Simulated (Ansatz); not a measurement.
# CH₃NZn: up Jacob's ladder to CCSD(T)

An exercise on one series of results from a longer session: the logs are not shown, and one member is left open.

Computed with Ansatz 0.2.0, Gaussian basis. Level: functionals in def2-TZVPP, the program's frozen cores in correlated methods.

Plan: LDA (SPW92), PBE-D4, revPBE-D4, BLYP-D4, r2SCAN-D4, B97M-V, PBE0-D4, B3LYP-D4, r2SCANh-D4, r2SCAN0-D4, HSE06-D4, BHLYP-D4, CAM-B3LYP-D4, LC-ωPBE, ωB97X-V, ωB97M-V, B2PLYP, PBE-QIDH; CCSD(T)/def2-SVP; CCSD(T)/def2-TZVPP; MP2/def2-QZVPP; extrapolation to the limit; RPA on PBE.

### Structure used throughout

An earlier PBE0-D4 in a triple-zeta def2 set relaxation fixed the geometry.

6 atoms, charge 0, spin multiplicity 1.

Atoms are counted from 1 here; the program's logs count them from 0.

Bond lengths: C1–N2 1.260 Å, C1–H4 1.095 Å, C1–H5 1.092 Å, N2–H6 1.020 Å. Angles: N2–C1–H4 124.8°, N2–C1–H5 118.7°, H4–C1–H5 116.6°, C1–N2–H6 111.7°.

Set-up of the first run:

Input file in.yaml:

```yaml
crystal:
  periodic: [false, false, false]
  atoms:
    - {symbol: C, position_ang: [-0.486949, 0.020017, -0.549190]}
    - {symbol: N, position_ang: [-0.171754, 0.082206, 0.669449]}
    - {symbol: Zn, position_ang: [2.886380, -0.418276, 0.797495]}
    - {symbol: H, position_ang: [-1.500322, 0.159242, -0.940011]}
    - {symbol: H, position_ang: [0.295442, -0.186529, -1.283032]}
    - {symbol: H, position_ang: [-0.980698, 0.279338, 1.258887]}
basis:
  gaussian: {orbitals: def2-TZVPP}
hamiltonian: {xc: lda}
output: {orbitals: {seedname: orbitals}}
```

Command:

```sh
$ ansatz run in.yaml --threads 2 --pin off --events-out ev --progress --plain --max-ram 4352MiB
```

Among the steps run: LDA; PBE-D4 (GGA); revPBE-D4 (GGA); BLYP-D4 (GGA); r2SCAN-D4 (meta-GGA); B97M-V (meta-GGA); B3LYP-D4 (hybrid); r2SCANh-D4 (hybrid); r2SCAN0-D4 (hybrid); HSE06-D4 (hybrid); BHLYP-D4 (hybrid); CAM-B3LYP-D4 (range-separated); LC-ωPBE (range-separated); ωB97X-V (range-separated); ωB97M-V (range-separated); B2PLYP (double hybrid); PBE-QIDH (double hybrid).

One table of the session follows, with a row left open; its other results are not shown here.

It belongs to the step «Orbital energies across the functionals». 

| functional | HOMO (eV) | gap (eV) |
| --- | --- | --- |
| LDA (SPW92) | -5.29 | 3.12 |
| PBE-D4 | -5.08 | 3.15 |
| revPBE-D4 | -4.99 | 3.16 |
| BLYP-D4 | -5.02 | 3.22 |
| r2SCAN-D4 | -5.28 | 3.59 |
| B97M-V | -5.05 | 3.48 |
| PBE0-D4 | -5.81 | 5.07 |
| B3LYP-D4 | -5.77 | 4.75 |
| r2SCANh-D4 | -5.57 | 4.31 |
| r2SCAN0-D4 | -5.98 | 5.37 |
| HSE06-D4 | ? | ? |
| BHLYP-D4 | -6.49 | 6.92 |
| CAM-B3LYP-D4 | -7.08 | 7.53 |
| LC-ωPBE | -8.13 | 9.70 |
| ωB97X-V | -7.86 | 9.35 |
| ωB97M-V | -7.88 | 9.15 |

Estimate the missing values for HSE06-D4.

As computed: HOMO (eV): -5.41; gap (eV): 4.27. In the column «HOMO (eV)» it lies between r2SCANh-D4 (-5.57) and LDA (SPW92) (-5.29).
